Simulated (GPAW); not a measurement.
Set up this calculation in GPAW 26.7.0, as an ASE script.

```
Task                      : band structure
Functional                : PBEsol
Potentials or basis       : PAW data sets generated in the run's folder for this functional
Cutoff                    : 600 eV
Basis                     : pw
k mesh                    : 8 × 8 × 7
Occupations               : fermi-dirac, width 0.05 eV
Spin                      : spin-orbit coupling, no magnetisation
Maxiter                   : 150
Band path                 : GMKGALHA,LM,KH
Band points               : 80
spin axis theta (degrees) : 0
spin axis phi (degrees)   : 0
Soc after scf             : second variation
```

NbTe:

```
CELL_PARAMETERS angstrom
3.70297 0.00000 0.00000
-1.85149 3.20687 0.00000
0.00000 0.00000 3.69421
ATOMIC_POSITIONS crystal
Te 0.66667 0.33333 0.00000
Nb 0.00000 0.00000 0.50000
```

The cell comes from a database or a generator and needn't be the stable form of this composition.

The input as run:

run.py

```python
import numpy as np
from ase import Atoms
from ase.dft.bandgap import bandgap
from ase.io import write
from ase.units import GPa
from gpaw import GPAW, PW, setup_paths
from gpaw.spinorbit import soc_eigenstates

setup_paths.insert(0, '.')

atoms = Atoms(['Te', 'Nb'],
              cell=[[3.7029743866, 0.0, 0.0],
                    [-1.8514871933, 3.2068698884, 0.0],
                    [0.0, 0.0, 3.694211]],
              scaled_positions=[[0.6666666667, 0.3333333333, 0.0],
                                [0.0, 0.0, 0.5]],
              pbc=True)

calc = GPAW(mode=PW(600),
            xc='PBEsol',
            kpts={'size': (8, 8, 7), 'gamma': True},
            occupations={'name': 'fermi-dirac', 'width': 0.05},
            nbands=20,
            convergence={'density': 1e-05, 'energy': 1e-05},
            maxiter=150,
            txt='gpaw.txt')
atoms.calc = calc
energy = atoms.get_potential_energy()
forces = atoms.get_forces()
stress = atoms.get_stress()
calc.write('gs.gpw')
write('result.traj', atoms)
print(f'Energy: {energy:.6f} eV')
print('Forces (eV/A):')
print(forces.round(4))
print('Stress (GPa):', (stress / GPa).round(3))
print('Fermi level:', round(calc.get_fermi_level(), 4), 'eV')
print(f'Gap: {bandgap(calc)[0]:.4f} eV, direct: {bandgap(calc, direct=True)[0]:.4f} eV')

path = atoms.cell.bandpath('GMKGALHA,LM,KH', npoints=80, eps=1e-4)
bs_calc = calc.fixed_density(kpts=path, symmetry='off', nbands=32,
                             convergence={'bands': 'CBM+6.0', 'eigenstates': 1e-6}, txt='bands.txt')
bs = bs_calc.band_structure()
bs.write('bs.json')
print(f'Gap on the path: {bandgap(bs_calc)[0]:.4f} eV')

soc = soc_eigenstates(bs_calc, theta=0, phi=0)
np.savetxt('soc_bands.dat', soc.eigenvalues(), fmt='%.4f')
mesh = soc_eigenstates('gs.gpw', theta=0, phi=0)
np.savetxt('soc_mesh.dat', mesh.eigenvalues(), fmt='%.4f')
print('Fermi level with spin-orbit coupling:', round(mesh.fermi_level, 4), 'eV')
```

Potentials or basis: PAW data sets generated in the run's folder for this functional, pw.

Run with:

```bash
$ gpaw-setup -f PBEsol Nb Te
$ OMP_NUM_THREADS=1 python run.py
```

It gave:

```
Pressure                : -6.1 GPa
Band gap along the path : none (metal or under the smearing width)
```

Caveat: spin-orbit coupling was added after a scalar SCF, so levels and gaps hold it while energy, forces, pressure and moments don't; this program's spin-orbit splittings come out too wide for heavy elements.

Run time: 65 s on 1 thread of Arm Neoverse V1, on a shared host, peak memory 0.31 GiB.
